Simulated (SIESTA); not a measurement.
Ag:

```xyz
4
Lattice="2.8862 0.0000 0.0000 -1.4431 2.4995 0.0000 0.0000 0.0000 10.0000" Properties=species:S:1:pos:R:3 pbc="T T T"
Ag    0.0000    0.0000    5.0000
Ag    0.0000    0.0000    0.0000
Ag    1.4431    0.8332    7.5000
Ag    0.0000    1.6663    2.5000
```

This isn't the form of Ag at room conditions, which is fcc.

| Item | Value |
| --- | --- |
| Program | SIESTA 5.4.2 |
| Task | single point |
| Functional | PBEsol |
| Potentials or basis | PseudoDojo 0.4 standard (PBEsol files) |
| Basis | DZP (energy shift 0.003 Ry; two zetas on semicore shells) |
| Grid cutoff | 800 Ry |
| Energy shift | 0.003 Ry |
| k mesh | 11 × 11 × 3 |
| Occupations | fermi-dirac, width 0.05 eV |
| Spin | no spin polarisation |

On this cell: pressure -7.2 GPa; largest force under 0.003 eV/Å; band gap on the k mesh none (metal or under the smearing width).

The same run follows on a disturbed copy (atoms moved at random, drawn with an rms of 0.05 Å):

```xyz
4
Lattice="2.8862 0.0000 0.0000 -1.4431 2.4995 0.0000 0.0000 0.0000 10.0000" Properties=species:S:1:pos:R:3 pbc="T T T"
Ag    0.0270   -0.0859    5.0082
Ag   -0.0104    0.0239    0.0648
Ag    1.4300    0.8627    7.5186
Ag    0.0133    1.6677    2.4793
```

Task: What changes?

Result: The energy (extrapolated to zero smearing) moves by +3.3 meV/atom; pressure -7.1 GPa; largest force 0.259 eV/Å; band gap on the k mesh none (metal or under the smearing width).

Forces on the atoms (eV/Å):
```
Ag  -0.011  0.057 -0.011
Ag   0.010 -0.008 -0.259
Ag   0.008 -0.038  0.045
Ag  -0.006 -0.010  0.225
```

Stress tensor (GPa, compression positive):
```
-5.69  0.06 -0.05
 0.06 -5.61 -0.03
-0.05 -0.03 -9.92
```

Caveats: short orbitals over semicore shells can move pressures by several GPa; the basis of atomic orbitals isn't converged, which shifts pressures, moduli and gaps.
